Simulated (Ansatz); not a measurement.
**GeP+ (triplet): the correlation ladder, cc-pVDZ**

Aim: climb from Hartree-Fock through coupled cluster and multireference methods for GeP+ (triplet) at one geometry and basis, and see what each rung misses.

Program: Ansatz 0.2.0, Gaussian basis. Level of theory: cc-pVDZ, core rule «outside noble gas», up to 19 orbitals frozen. These are calculated values, not measurements.

To be run: UHF; CCSD(T) on ROHF; CCSD(T) on UHF; BCCD(T) on ROHF; CISD; CCSDT(Q) on ROHF; CCSDT(Q) on UHF; CASSCF and MRCISD+Q, 8 electrons in 8 orbitals; CASSCF and NEVPT4(SD), 8 electrons in 8 orbitals; CASSCF and NEVPT2, 8 electrons in 8 orbitals.

16 further runs of the same task are left out: 8 that didn't finish, 8 set aside as unsound or not needed.

### 1 What is computed

The geometry is a PBE0/def2-TZVP stationary point (not a proven minimum) of the parent state, kept for this charge and spin. No spin-orbit coupling is included. The filled d shell of Ge may be among the frozen orbitals whatever the setting's name suggests; the logs give the count.

2 atoms, charge 1, spin multiplicity 3.

Atoms are counted from 1 here; the program's logs count them from 0.

Bond lengths: Ge1–P2 2.428 Å.

Coordinates:

```
Ge    0.00000    0.00000    0.00000
P     0.00000    0.00000    2.42770
```

### 2 UHF

Contents of in.yaml:

```yaml
crystal:
  periodic: [false, false, false]
  atoms:
    - {symbol: Ge, position_ang: [0.000000, 0.000000, 0.000000]}
    - {symbol: P, position_ang: [0.000000, 0.000000, 2.427700]}
basis:
  gaussian: {orbitals: cc-pVDZ}
total_charge: 1
magnetization: {spin_polarized: true, initial_magnetization: 2}
hamiltonian: {xc: hf}
output: {orbitals: {seedname: orbitals}}
```

Run with:

```bash
$ ansatz run in.yaml --threads 1 --pin off --events-out ev --progress --plain --max-ram 2393MiB
```

After this run come: CCSD(T) on ROHF; CCSD(T) on UHF; BCCD(T) on ROHF; CISD; CCSDT(Q) on ROHF; CCSDT(Q) on UHF; CASSCF and MRCISD+Q, 8 electrons in 8 orbitals; CASSCF and NEVPT4(SD), 8 electrons in 8 orbitals; CASSCF and NEVPT2, 8 electrons in 8 orbitals.

Q: Predict the results of all the runs planned. Wanted: UCCSDT(Q) below the RHF energy; RMP2 from UCCSDT(Q); UMP2 from UCCSDT(Q); RCCSD from UCCSDT(Q); RCCSD(T) from UCCSDT(Q); UCCSD(T) from UCCSDT(Q); RCCSDT(Q) from UCCSDT(Q); NEVPT2 valence from UCCSDT(Q); NEVPT4(SD) valence from UCCSDT(Q).

The runs gave:

| quantity | value |
| --- | --- |
| UCCSDT(Q) below the RHF energy | -4.6706 eV |
| RMP2 from UCCSDT(Q) | +26.39 kcal/mol |
| UMP2 from UCCSDT(Q) | +27.12 kcal/mol |
| RCCSD from UCCSDT(Q) | +5.38 kcal/mol |
| RCCSD(T) from UCCSDT(Q) | +1.39 kcal/mol |
| UCCSD(T) from UCCSDT(Q) | +1.39 kcal/mol |
| RCCSDT(Q) from UCCSDT(Q) | +0.06 kcal/mol |
| NEVPT2 valence from UCCSDT(Q) | +16.27 kcal/mol |
| NEVPT4(SD) valence from UCCSDT(Q) | +1.16 kcal/mol |
| MRCISD+Q valence from UCCSDT(Q) | -0.34 kcal/mol |
| levels within 1 kcal/mol (43 meV) | RCCSDT, UCCSDT, RCCSDT(Q), MRCISD+Q valence |
| T1 diagnostic | 0.036 |
| effectively unpaired electrons | 2.06 |

What this shows: RCCSD(T) lands +1.39 kcal/mol from the yardstick (1.3 % of the correlation energy). One determinant dominates. Of the multireference levels listed MRCISD+Q valence comes nearest in total energy (-0.34 kcal/mol), which doesn't show that its space is the better one. These misses are within one basis, not against nature; the frozen cores of restricted and unrestricted runs differ, which can shift their rows.
